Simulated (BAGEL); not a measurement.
# One shape, several levels: doublet CH2FNSSi+

Aim: a comparison of 4 runs (UHF/3-21G, ROHF/6-31G*, UHF/6-31G*, ROHF/cc-pVDZ) of doublet CH2FNSSi+. 

The results are computed with BAGEL 1.2.2.

1 further run of the same task is left out (it didn't finish). Runs told in other sessions of the task aren't counted.

### Step 1. The system as given

The species is CH2FNSSi+ (7 atoms), meant as a doublet with charge +1. SMILES of the parent species: `FC1=N[SiH2]S1`. The shape is that of a PBE0-D4/def2-TZVP optimisation. That shape belongs to the parent species and isn't relaxed for this state.

Bond lengths: F1–C2 1.316 Å, C2–N3 1.264 Å, N3–Si4 1.755 Å, C2–S5 1.779 Å, Si4–S5 2.172 Å, Si4–H6 1.478 Å, Si4–H7 1.478 Å. Some angles: F1–C2–N3 124.1°, F1–C2–S5 117.1°, N3–C2–S5 118.7°, C2–N3–Si4 91.5°, N3–Si4–S5 83.4°, C2–S5–Si4 66.4°, N3–Si4–H6 115.0°, N3–Si4–H7 115.0°, S5–Si4–H6 114.2°, S5–Si4–H7 114.2°.

### Step 2. The energy at UHF/3-21G (density fitting with qzvpp-jkfit) (run 1)

The input, job.json:

```json
{ "bagel": [

{
  "title": "molecule",
  "basis": "3-21g",
  "df_basis": "qzvpp-jkfit",
  "angstrom": true,
  "geometry": [
    { "atom": "F", "xyz": [    1.147800,   -1.939300,    1.137100 ] },
    { "atom": "C", "xyz": [    0.551100,   -0.929900,    0.538600 ] },
    { "atom": "N", "xyz": [   -0.672300,   -0.915900,    0.221400 ] },
    { "atom": "Si", "xyz": [   -0.525200,    0.696600,   -0.454900 ] },
    { "atom": "S", "xyz": [    1.547900,    0.494500,    0.161700 ] },
    { "atom": "H", "xyz": [   -1.272100,    1.746800,    0.268200 ] },
    { "atom": "H", "xyz": [   -0.716300,    0.779100,   -1.917900 ] }
  ]
},
{ "title": "uhf", "charge": 1, "nopen": 1 },
{ "title": "print", "file": "orbitals.molden", "orbitals": true }

]}
```

The run is started by

```console
$ BAGEL_NUM_THREADS=1 BAGEL job.json > job.out
```

Output:

```text
* using 1 threads per process

  ===============================================================
  ===============================================================

  *** Geometry ***

  { "atom" : "F", "xyz" : [      2.169028,     -3.664746,      2.148808 ] },
  { "atom" : "C", "xyz" : [      1.041428,     -1.757256,      1.017806 ] },
  { "atom" : "N", "xyz" : [     -1.270463,     -1.730800,      0.418385 ] },
  { "atom" : "Si", "xyz" : [     -0.992484,      1.316383,     -0.859636 ] },
  { "atom" : "S", "xyz" : [      2.925107,      0.934470,      0.305569 ] },
  { "atom" : "H", "xyz" : [     -2.403921,      3.300974,      0.506825 ] },
  { "atom" : "H", "xyz" : [     -1.353611,      1.472286,     -3.624306 ] },

  Number of auxiliary basis functions:      521

  Since a DF basis is specified, we compute 2- and 3-index integrals:
    o Being stored without compression. Storage requirement is 0.014 GB

  Number of basis functions:       57
  Number of electrons      :       54

    * METHOD: MOLECULE                             0.23

  *** Open-shell HF ***

  === Nuclear Repulsion ===
   279.6957152972

      * DIIS with orbital gradients will be used.

  === UHF iteration (3-21g) ===
      0       -874.17163080          0.05306574           0.13
      1       -874.31122094          0.04212286           0.12
      2       -874.35886446          0.03245827           0.12
      3       -874.42123213          0.00262013           0.12
      4       -874.42314529          0.00126976           0.12
      5       -874.42461194          0.00059595           0.12
      6       -874.42569151          0.00042223           0.12
      7       -874.42668912          0.00033712           0.13
      8       -874.42789640          0.00019369           0.13
      9       -874.42822415          0.00006159           0.12
[... 12 lines of this table left out ...]
     22       -874.42824030          0.00000002           0.12
     23       -874.42824030          0.00000001           0.13
     24       -874.42824030          0.00000001           0.13
     25       -874.42824030          0.00000001           0.13
    * SCF iteration converged.

    * S^2 (UHF) is 0.9288

    * Permanent dipole moment:
           (    0.029351,    -1.993849,     0.889949) a.u.

    * METHOD: UHF                                  3.43

    * METHOD: PRINT                                0.01

  ===============================================================
```

Run time: 3.9 s. Hardware: 1 thread of Arm Neoverse V1, shared host; peak memory 0.096 GiB.

### Step 3. A single-point energy at ROHF/6-31G(d) (density fitting with qzvpp-jkfit, spherical functions) (run 2)

The input, job.json:

```json
{ "bagel": [

{
  "title": "molecule",
  "basis": "6-31gs.json",
  "df_basis": "qzvpp-jkfit",
  "angstrom": true,
  "geometry": [
    { "atom": "F", "xyz": [       1.147800,      -1.939300,       1.137100 ] },
    { "atom": "C", "xyz": [       0.551100,      -0.929900,       0.538600 ] },
    { "atom": "N", "xyz": [      -0.672300,      -0.915900,       0.221400 ] },
    { "atom": "Si", "xyz": [      -0.525200,       0.696600,      -0.454900 ] },
    { "atom": "S", "xyz": [       1.547900,       0.494500,       0.161700 ] },
    { "atom": "H", "xyz": [      -1.272100,       1.746800,       0.268200 ] },
    { "atom": "H", "xyz": [      -0.716300,       0.779100,      -1.917900 ] }
  ]
},

{ "title": "rohf", "charge": 1, "nopen": 1 },

{ "title": "print", "file": "orbitals.molden", "orbitals": true }

]}
```

The basis set 6-31G* is read from a file made from the Basis Set Exchange's data (not shown).

The run is started by

```console
$ BAGEL_NUM_THREADS=1 BAGEL job.json > job.out
```

Output:

```text
* using 1 threads per process

  ===============================================================
  ===============================================================

  *** Geometry ***

  { "atom" : "F", "xyz" : [      2.169028,     -3.664746,      2.148808 ] },
  { "atom" : "C", "xyz" : [      1.041428,     -1.757256,      1.017806 ] },
  { "atom" : "N", "xyz" : [     -1.270463,     -1.730800,      0.418385 ] },
  { "atom" : "Si", "xyz" : [     -0.992484,      1.316383,     -0.859636 ] },
  { "atom" : "S", "xyz" : [      2.925107,      0.934470,      0.305569 ] },
  { "atom" : "H", "xyz" : [     -2.403921,      3.300974,      0.506825 ] },
  { "atom" : "H", "xyz" : [     -1.353611,      1.472286,     -3.624306 ] },

  Number of auxiliary basis functions:      521

  Since a DF basis is specified, we compute 2- and 3-index integrals:
    o Being stored without compression. Storage requirement is 0.028 GB

  Number of basis functions:       82
  Number of electrons      :       54

    * METHOD: MOLECULE                             0.31

  *** Open-shell HF ***

  === Nuclear Repulsion ===
   279.6957152972

      * DIIS with orbital gradients will be used.

  === ROHF iteration (6-31gs.json) ===
      0       -878.67497216          0.04673258           0.20
      1       -878.82902038          0.03779202           0.19
      2       -878.89633273          0.02955425           0.19
      3       -878.99769791          0.00244747           0.19
      4       -878.99895867          0.00120159           0.19
      5       -878.99950017          0.00044900           0.19
      6       -878.99960981          0.00016921           0.19
      7       -878.99964178          0.00006612           0.19
      8       -878.99965173          0.00002022           0.19
      9       -878.99965711          0.00000938           0.18
     10       -878.99965747          0.00000543           0.18
     11       -878.99965818          0.00000263           0.19
     12       -878.99965824          0.00000153           0.19
     13       -878.99965835          0.00000069           0.19
     14       -878.99965855          0.00000032           0.19
     15       -878.99965859          0.00000011           0.19
     16       -878.99965865          0.00000006           0.18
     17       -878.99965865          0.00000003           0.18
     18       -878.99965865          0.00000002           0.19
     19       -878.99965865          0.00000001           0.18
     20       -878.99965865          0.00000001           0.18
    * SCF iteration converged.

    * S^2 (ROHF) is 0.7500

    * Permanent dipole moment:
           (   -0.345173,    -1.797391,     0.707756) a.u.

    * METHOD: ROHF                                 4.21

    * METHOD: PRINT                                0.02

  ===============================================================
```

It took 4.8 s on 1 thread of Arm Neoverse V1, shared host; peak memory 0.13 GiB.

Run 3 isn't shown in full; the table further down has it.

### Step 4. The energy at ROHF/cc-pVDZ (density fitting with qzvpp-jkfit) (run 4)

The input, input.json:

```json
{ "bagel": [

{
  "title": "molecule",
  "basis": "cc-pvdz.json",
  "df_basis": "qzvpp-jkfit",
  "angstrom": true,
  "geometry": [
    { "atom": "F", "xyz": [       1.147800,      -1.939300,       1.137100 ] },
    { "atom": "C", "xyz": [       0.551100,      -0.929900,       0.538600 ] },
    { "atom": "N", "xyz": [      -0.672300,      -0.915900,       0.221400 ] },
    { "atom": "Si", "xyz": [      -0.525200,       0.696600,      -0.454900 ] },
    { "atom": "S", "xyz": [       1.547900,       0.494500,       0.161700 ] },
    { "atom": "H", "xyz": [      -1.272100,       1.746800,       0.268200 ] },
    { "atom": "H", "xyz": [      -0.716300,       0.779100,      -1.917900 ] }
  ]
},

{ "title": "rohf", "charge": 1, "nopen": 1 },

{ "title": "print", "file": "orbitals.molden", "orbitals": true }

]}
```

The basis set cc-pVDZ is read from a file made from the Basis Set Exchange's data (not shown).

The run is started by

```console
$ BAGEL_NUM_THREADS=1 BAGEL input.json > input.out
```

Output:

```text
* using 1 threads per process

  ===============================================================
  ===============================================================

  *** Geometry ***

  { "atom" : "F", "xyz" : [      2.169028,     -3.664746,      2.148808 ] },
  { "atom" : "C", "xyz" : [      1.041428,     -1.757256,      1.017806 ] },
  { "atom" : "N", "xyz" : [     -1.270463,     -1.730800,      0.418385 ] },
  { "atom" : "Si", "xyz" : [     -0.992484,      1.316383,     -0.859636 ] },
  { "atom" : "S", "xyz" : [      2.925107,      0.934470,      0.305569 ] },
  { "atom" : "H", "xyz" : [     -2.403921,      3.300974,      0.506825 ] },
  { "atom" : "H", "xyz" : [     -1.353611,      1.472286,     -3.624306 ] },

  Number of auxiliary basis functions:      521

  Since a DF basis is specified, we compute 2- and 3-index integrals:
    o Being stored without compression. Storage requirement is 0.032 GB

  Number of basis functions:       88
  Number of electrons      :       54

    * METHOD: MOLECULE                             0.30

  *** Open-shell HF ***

  === Nuclear Repulsion ===
   279.6957152972

      * DIIS with orbital gradients will be used.

  === ROHF iteration (cc-pvdz.json) ===
      0       -878.72490972          0.03767473           0.21
      1       -878.85048894          0.03387475           0.20
      2       -878.91916572          0.02622003           0.18
      3       -879.04706807          0.00232265           0.19
      4       -879.04839764          0.00111003           0.19
      5       -879.04898365          0.00041245           0.19
      6       -879.04912111          0.00017965           0.20
      7       -879.04917405          0.00008327           0.20
      8       -879.04919598          0.00004226           0.20
      9       -879.04920831          0.00002896           0.20
     10       -879.04920814          0.00001545           0.20
     11       -879.04921177          0.00000751           0.20
     12       -879.04921252          0.00000363           0.20
     13       -879.04921338          0.00000159           0.20
     14       -879.04921364          0.00000075           0.20
     15       -879.04921372          0.00000044           0.20
     16       -879.04921371          0.00000026           0.20
     17       -879.04921372          0.00000013           0.20
     18       -879.04921370          0.00000008           0.19
     19       -879.04921370          0.00000005           0.19
     20       -879.04921370          0.00000003           0.19
     21       -879.04921369          0.00000001           0.20
     22       -879.04921369          0.00000001           0.20
    * SCF iteration converged.

    * S^2 (ROHF) is 0.7500

    * Permanent dipole moment:
           (   -0.282459,    -1.732158,     0.694832) a.u.

    * METHOD: ROHF                                 4.78

    * METHOD: PRINT                                0.02

  ===============================================================
```

Wall time 5.4 s (1 thread of Arm Neoverse V1, shared host); peak memory 0.14 GiB.

### Step 5. The series

| run | level | energy (Eh) | ⟨S²⟩ | wall time |
| --- | --- | --- | --- | --- |
| 1 | UHF/3-21G (density fitting with qzvpp-jkfit) | -874.428240 | 0.929 | 3.9 s |
| 2 | ROHF/6-31G* (density fitting with qzvpp-jkfit, spherical functions) | -878.999659 | 0.750 | 4.8 s |
| 3 | UHF/6-31G* (density fitting with qzvpp-jkfit, spherical functions) | -879.011947 | 0.911 | 5.1 s |
| 4 | ROHF/cc-pVDZ (density fitting with qzvpp-jkfit) | -879.049214 | 0.750 | 5.4 s |

### Step 6. Summary of results

| quantity | value |
| --- | --- |
| run 4: total energy | -879.04921 Eh |
| run 4: ⟨S²⟩ | 0.750 |

What this shows: Spin contamination of the reference: run 1 ⟨S²⟩ = 0.93, run 3 ⟨S²⟩ = 0.91. All runs together took 19 s, the longest 5.4 s.
